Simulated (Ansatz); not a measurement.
# HfIn4SiO6 under changes of volume

One of the cells (21.224 Å³/atom); the others are scaled copies at fixed shape and fractional positions:

```
CELL_PARAMETERS angstrom
5.27743 0.00000 0.00000
-2.63872 4.57039 0.00000
0.00000 0.00000 10.55905
ATOMIC_POSITIONS crystal
Hf 0.66667 0.33333 0.00000
In 0.00000 0.00000 0.30446
In 0.00000 0.00000 0.69554
In 0.33333 0.66667 0.78919
In 0.33333 0.66667 0.21081
Si 0.00000 0.00000 0.00000
O 0.97300 0.70496 0.89972
O 0.29504 0.02700 0.10028
O 0.29504 0.26804 0.89972
O 0.73196 0.70496 0.10028
O 0.73196 0.02700 0.89972
O 0.97300 0.26804 0.10028
```

The cell was built by a generator and needn't be a form met in nature.

| Item | Value |
| --- | --- |
| Program | Ansatz 0.2.0 |
| Functional | PBE |
| Potentials or basis | all-electron LAPW, scalar-relativistic |
| Cutoff | 369 eV (chosen from the basis error) |
| Basis error allowed | 0.003 eV/atom |
| k mesh | 4 × 4 × 2 |
| Occupations | fermi-dirac, width 0.05 eV |
| Spin | no spin polarisation |

```tsv
volume (Å³/atom)	energy over the lowest point (meV/atom)	pressure (GPa)	gap on the mesh (eV)	largest force (eV/Å)
19.950	22.24	5.8	none	0.560
20.375	9.71	3.7	0.15	0.359
20.799	2.44	1.8	0.25	0.173
21.224	0.00	0.0	0.35	0.006
21.648	?	?	?	?
22.073	7.91	-2.9	0.53	0.301
22.497	17.43	-4.2	0.61	0.435
```

Q: What does the run at 21.648 Å³/atom give?

A: Energy over the lowest point 1.97 meV/atom; pressure -1.5 GPa; gap on the mesh 0.44 eV; largest force 0.155 eV/Å.

Worked out: A Birch-Murnaghan fit of order 3 (a polynomial in V^(-2/3)) to the other rows has its minimum at 21.24 Å³/atom with B0 = V·E''(V) = 82 GPa and B' = 3.7 at fixed shape and positions, which overstates the stiffness. It gives 1.96 meV/atom at 21.648 Å³/atom, against the run's 1.97, and -dE/dV = -1.5 GPa, against -1.5.

Energies are extrapolated to zero smearing.

Caveats: spin-orbit coupling is left out, which moves the levels of the heavy elements (some runs); the k mesh is thin for a metal, which can move the energy by tens of meV per atom (some runs).

A mesh can miss the band edges.

A gap of «none» marks a metal or a gap under the smearing width.

The runs don't all hold the same shells in valence.
